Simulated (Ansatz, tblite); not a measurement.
# Ge(OEt)2Me2 (C₆H₁₆GeO₂): a ladder of methods and basis sets, part 2 of 2

How do method and basis change the picture of Ge(OEt)2Me2 (C₆H₁₆GeO₂) (singlet)?

Ansatz 0.2.0, Gaussian basis; as each input shows. Earlier steps stand in the parts before.

## Step 15: HF/STO-3G

File in.yaml:

```yaml
crystal:
  periodic: [false, false, false]
  atoms:
    - {symbol: Ge, position_ang: [-1.038353, -0.301740, -0.184163]}
    - {symbol: O, position_ang: [-0.676404, -0.356793, 1.576967]}
    - {symbol: C, position_ang: [0.352371, 0.467867, 2.110555]}
    - {symbol: C, position_ang: [0.645970, 0.028137, 3.536477]}
    - {symbol: H, position_ang: [1.277193, 0.395348, 1.489927]}
    - {symbol: H, position_ang: [0.043930, 1.543876, 2.104186]}
    - {symbol: H, position_ang: [1.435783, 0.659822, 3.992003]}
    - {symbol: H, position_ang: [-0.266655, 0.101848, 4.161944]}
    - {symbol: H, position_ang: [0.985820, -1.026838, 3.552592]}
    - {symbol: O, position_ang: [0.556034, -0.653126, -0.965260]}
    - {symbol: C, position_ang: [1.011848, -0.016300, -2.145706]}
    - {symbol: C, position_ang: [2.532842, -0.078511, -2.191567]}
    - {symbol: H, position_ang: [0.589823, -0.519212, -3.052314]}
    - {symbol: H, position_ang: [0.680770, 1.050611, -2.200376]}
    - {symbol: H, position_ang: [2.920655, 0.371745, -3.128407]}
    - {symbol: H, position_ang: [2.972458, 0.465670, -1.330412]}
    - {symbol: H, position_ang: [2.876327, -1.131747, -2.138816]}
    - {symbol: C, position_ang: [-1.671940, 1.480200, -0.712607]}
    - {symbol: H, position_ang: [-1.930473, 1.511547, -1.789232]}
    - {symbol: H, position_ang: [-0.900265, 2.248137, -0.509620]}
    - {symbol: H, position_ang: [-2.577708, 1.725756, -0.124249]}
    - {symbol: C, position_ang: [-2.277462, -1.775102, -0.474098]}
    - {symbol: H, position_ang: [-3.191657, -1.627727, 0.132588]}
    - {symbol: H, position_ang: [-1.791937, -2.721003, -0.167678]}
    - {symbol: H, position_ang: [-2.558968, -1.842445, -1.542736]}
basis:
  gaussian: {orbitals: STO-3G}
hamiltonian: {xc: hf}
scf: {omitted_lower_state_checks: [starts]}
output: {orbitals: {seedname: orbitals}}
```

Command:

```
$ ansatz run in.yaml --threads 2 --pin off --events-out ev --progress --plain --max-ram 22528MiB --backend cuda --devices 0, --max-vram 18GiB
```

Log:

```text
Functional definition: HF
  name "HF"
  cite "Fock, Z. Phys. 61, 126 (1930) doi:10.1007/BF01340294"
  parent pbe
  exchange = exact_x
  correlation = 0
these checks for a lower state are left out or cut short: starts
989 factors; integrals over basis functions are off by at most 4.0e-5 eV
mean field evaluation 1: about -66208.5070 eV, gradient 3.3e1 eV
mean field evaluation 2: about -66208.9607 eV, gradient 3.3e1 eV
mean field evaluation 4: about -66212.9786 eV, gradient 2.3e0 eV
mean field evaluation 8: about -66213.0037 eV, gradient 5.0e-2 eV
mean field -66213.00369175 eV, -2433.2830048860 hartree, gradient 6.5e-6 eV, S^2 0.000000; 0 other end points of the search recorded, 0 dependent functions left out
reference -66213.00369175 eV, -2433.2830048860 hartree; 50, 50 occupied and 24, 24 virtual orbitals, 989 factors
Total energy: -66213.00369175 eV, -2433.2830048860 hartree
Checks for a lower state left out: starts
```

Wall time 0.85 s (1 × H100 (card shared with other runs) with 2 threads of AMD EPYC 7R13, shared host); peak host memory 0.8 GiB.

HOMO -8.06 eV, LUMO 11.05 eV.

## Step 16: HF/6-31G

Changes to in.yaml since step 15:

```diff
@@ -29,3 +29,3 @@
 basis:
-  gaussian: {orbitals: STO-3G}
+  gaussian: {orbitals: 6-31G}
 hamiltonian: {xc: hf}
```

The command is unchanged.

Log:

```text
Functional definition: HF
  name "HF"
  cite "Fock, Z. Phys. 61, 126 (1930) doi:10.1007/BF01340294"
  parent pbe
  exchange = exact_x
  correlation = 0
these checks for a lower state are left out or cut short: starts
1676 factors; integrals over basis functions are off by at most 2.1e-4 eV
mean field evaluation 1: about -66966.4426 eV, gradient 4.8e1 eV
mean field evaluation 2: about -66966.4417 eV, gradient 4.9e1 eV
mean field evaluation 4: about -66971.9248 eV, gradient 5.1e0 eV
mean field evaluation 8: about -66971.9963 eV, gradient 1.5e-4 eV
mean field -66971.99630757 eV, -2461.1754690535 hartree, gradient 1.7e-5 eV, S^2 0.000000; 0 other end points of the search recorded, 0 dependent functions left out
reference -66971.99630757 eV, -2461.1754690535 hartree; 50, 50 occupied and 83, 83 virtual orbitals, 1676 factors
Total energy: -66971.99630757 eV, -2461.1754690535 hartree
Checks for a lower state left out: starts
```

Run time: 1.1 s. Hardware: 1 × H100 (card shared with other runs) with 2 threads of AMD EPYC 7R13, shared host; peak host memory 0.81 GiB.

From the report: HOMO -10.98 eV, LUMO 4.59 eV.

## Step 17: B3LYP-D4/6-31G

Changes to in.yaml since step 16:

```diff
@@ -30,3 +30,3 @@
   gaussian: {orbitals: 6-31G}
-hamiltonian: {xc: hf}
+hamiltonian: {xc: {name: B3LYP}, dispersion: d4}
 scf: {omitted_lower_state_checks: [starts]}
```

The command is unchanged.

Log, cut to the lines that bear on the results:

```text
Functional definition: B3LYP
  name "B3LYP"
  cite "Stephens, Devlin, Chabalowski & Frisch, J. Phys. Chem. 98, 11623 (1994) doi:10.1021/j100096a001"
  cite "Becke, Phys. Rev. A 38, 3098 (1988) doi:10.1103/PhysRevA.38.3098"
  cite "Lee, Yang & Parr, Phys. Rev. B 37, 785 (1988) doi:10.1103/PhysRevB.37.785"
  cite "Vosko, Wilk & Nusair, Can. J. Phys. 58, 1200 (1980) doi:10.1139/p80-159"
[...]
1676 factors; integrals over basis functions are off by at most 2.1e-4 eV
[...]
mean field -67086.43009178 eV, -2465.3808330575 hartree, gradient 2.0e-5 eV, S^2 0.000000; 0 other end points of the search recorded, 0 dependent functions left out
reference -67086.43040882 eV, -2465.3808447082 hartree; 50, 50 occupied and 83, 83 virtual orbitals, 1676 factors
Total energy: -67087.31916167 eV, -2465.4135057731 hartree
Checks for a lower state left out: starts
```

Run time: 1.4 s. Hardware: 1 × H100 (card shared with other runs) with 2 threads of AMD EPYC 7R13, shared host; peak host memory 0.84 GiB.

Report: HOMO -6.88 eV, LUMO 1.03 eV.

## Step 18: CCSD(T)/def2-TZVP

Changes to in.yaml since step 17:

```diff
@@ -29,4 +29,4 @@
 basis:
-  gaussian: {orbitals: 6-31G}
-hamiltonian: {xc: {name: B3LYP}, dispersion: d4}
+  gaussian: {orbitals: def2-TZVP, initial_orbitals: start.molden}
+correlation: {method: ccsd_t}
 scf: {omitted_lower_state_checks: [starts]}
```

The command is unchanged.

Log, cut to the lines that bear on the results:

```text
Functional definition: HF
  name "HF"
  cite "Fock, Z. Phys. 61, 126 (1930) doi:10.1007/BF01340294"
  parent pbe
[...]
2728 factors; integrals over basis functions are off by at most 1.2e-3 eV
[...]
mean field -66989.55426411 eV, -2461.8207120554 hartree, gradient 4.8e-6 eV, S^2 0.000000; 0 other end points of the search recorded, 0 dependent functions left out
17 core orbitals not correlated: weight in the atoms' cores, before any rotation towards them, 1.000 or more for the frozen orbitals, at most 0.000 for the correlated occupied ones
reference -66989.55426411 eV, -2461.8207120554 hartree; 33, 33 occupied and 342, 342 virtual orbitals, 2728 factors
second order -47.54816721 eV of doubles, -0.00000000 eV of singles
cycle   1  -48.22796051 eV  change   -6.8e-1 eV  update   1.5e-1
[...]
cycle   9  -49.70414132 eV  change   -3.5e-5 eV  update   3.3e-5
perturbative correction -1.92479781 eV, -0.0707350149 hartree
Total energy: -67041.18320325 eV, -2463.7180405733 hartree
Checks for a lower state left out: starts
```

Wall time 20 s (1 × H100 (card shared with other runs) with 2 threads of AMD EPYC 7R13, shared host); peak host memory 1.8 GiB.

Hartree-Fock HOMO -11.03 eV, LUMO 3.23 eV; T1 0.011.

## Step 19: RPA/def2-TZVP

Changes to in.yaml since step 18:

```diff
@@ -30,4 +30,4 @@
   gaussian: {orbitals: def2-TZVP, initial_orbitals: start.molden}
-correlation: {method: ccsd_t}
+hamiltonian: {xc: pbe}
+correlation: {method: rpa}
 scf: {omitted_lower_state_checks: [starts]}
-output: {orbitals: {seedname: orbitals}}
```

Same command.

Log, cut to the lines that bear on the results:

```text
Functional definition: PBE
  name "PBE"
  cite "Perdew, Burke & Ernzerhof, Phys. Rev. Lett. 77, 3865 (1996) doi:10.1103/PhysRevLett.77.3865"
  parent pbe
[...]
2728 factors; integrals over basis functions are off by at most 1.2e-3 eV
[...]
mean field -67079.05050052 eV, -2465.1096380806 hartree, gradient 2.3e-6 eV, S^2 0.000000; 0 other end points of the search recorded, 0 dependent functions left out
17 core orbitals not correlated: weight in the atoms' cores, before any rotation towards them, 1.000 or more for the frozen orbitals, at most 0.000 for the correlated occupied ones
reference -66986.43964068 eV, -2461.7062517554 hartree; 33, 33 occupied and 342, 342 virtual orbitals, 2728 factors
Total energy: -67063.38843901 eV, -2464.5340679363 hartree
Checks for a lower state left out: starts
```

It took 3.1 s on 1 × H100 (card shared with other runs) with 2 threads of AMD EPYC 7R13, shared host; peak host memory 1.9 GiB.

## Step 20: Levels side by side

```tsv
level	functions	HOMO (eV)	LUMO (eV)	gap (eV)	time
HF/STO-3G	74	-8.06	11.05	19.11	0.85 s
HF/6-31G	133	-10.98	4.59	15.57	1.1 s
PBE-D4/def2-SVP	224	-5.71	0.27	5.98	1.4 s
PBE-D4/def2-TZVP	392	-5.87	-0.16	5.71	1.7 s
r2SCAN-D4/def2-TZVP	392	-6.18	0.43	6.61	2 s
B3LYP-D4/6-31G	133	-6.88	1.03	7.91	1.4 s
PBE0-D4/def2-SVP	224	-7.28	1.16	8.44	1.2 s
PBE0-D4/def2-TZVP	392	-7.38	0.66	8.05	2.4 s
r2SCAN0-D4/def2-TZVP	392	-7.61	1.07	8.68	2.1 s
CAM-B3LYP-D4/def2-TZVP	392	-8.82	1.44	10.26	2.1 s
LC-ωPBE(0.10)/def2-SVP	224	-7.18	1.66	8.84	1.7 s
LC-ωPBE(0.15)/def2-SVP	224	-7.83	2.19	10.02	1.8 s
LC-ωPBE(0.20)/def2-SVP	224	-8.39	2.60	10.99	1.6 s
LC-ωPBE(0.30)/def2-SVP	224	-9.32	3.14	12.45	1.7 s
```

Energy pieces by basis (eV):

```tsv
basis	HF	MP2 correlation	CCSD correlation	(T)	total
def2-TZVP	-66989.5543	-47.5482	-49.7041	-1.9248	-67041.1832
```

## Step 21: Binding energy

Free atoms were run apart at each level; binding is atoms less cluster, divided by the number of atoms, without zero-point or spin-orbit terms.

Differences are taken before rounding.

```tsv
method	binding an atom (eV)	from CCSD(T)/def2-TZVP (eV)	time
HF/STO-3G	3.682	-0.199	0.85 s
HF/6-31G	2.816	-1.065	1.1 s
HF/def2-TZVP	2.957	-0.924	
PBE-D4/def2-SVP	4.102	+0.221	1.4 s
PBE-D4/def2-TZVP	4.070	+0.190	1.7 s
r2SCAN-D4/def2-TZVP	4.011	+0.130	2 s
B3LYP-D4/6-31G	3.933	+0.053	1.4 s
PBE0-D4/def2-SVP	4.043	+0.163	1.2 s
PBE0-D4/def2-TZVP	4.010	+0.130	2.4 s
r2SCAN0-D4/def2-TZVP	3.960	+0.079	2.1 s
CAM-B3LYP-D4/def2-TZVP	4.018	+0.137	2.1 s
MP2/def2-TZVP	3.920	+0.040	
CCSD/def2-TZVP	3.830	-0.051	
CCSD(T)/def2-TZVP	3.881	0	20 s
```

Some runs used a GPU and others CPU threads alone, so the times don't compare the methods' cost.

## Step 22: Results

The summary covers parts 1 to 2.

```
                                                 quantity                                      value
gap in def2-TZVP, named functionals, smallest and largest  5.71 eV (PBE-D4), 10.26 eV (CAM-B3LYP-D4)
                                  gap over the ω (1/bohr)            8.84 eV at 0.1, 12.45 eV at 0.3
                    correlation energy, CCSD(T)/def2-TZVP                                  -51.63 eV
                       binding an atom, CCSD(T)/def2-TZVP                                   3.881 eV
          PBE0 total energy, smallest basis above largest             18.98 eV (def2-SVP, def2-TZVP)
```

In words: Orbital gaps of the named functionals in def2-TZVP span 5.71 eV (PBE-D4) to 10.26 eV (CAM-B3LYP-D4); exact exchange widens it. Raising the ω (1/bohr) from 0.1 to 0.3 moves the HOMO by -2.13 eV and the LUMO by +1.48 eV. A small miss in a minimal or small basis is a cancelling of errors, not accuracy. The functionals in def2-TZVP miss CCSD(T)/def2-TZVP by +0.079 (r2SCAN0-D4) to +0.190 eV (PBE-D4) an atom. CCSD(T)/def2-TZVP isn't at the basis-set limit; small misses against it rank nothing.

The slowest run with a step of its own, CCSD(T)/def2-TZVP, took 20 s; the quickest functional in def2-TZVP took 1.7 s (shared host).
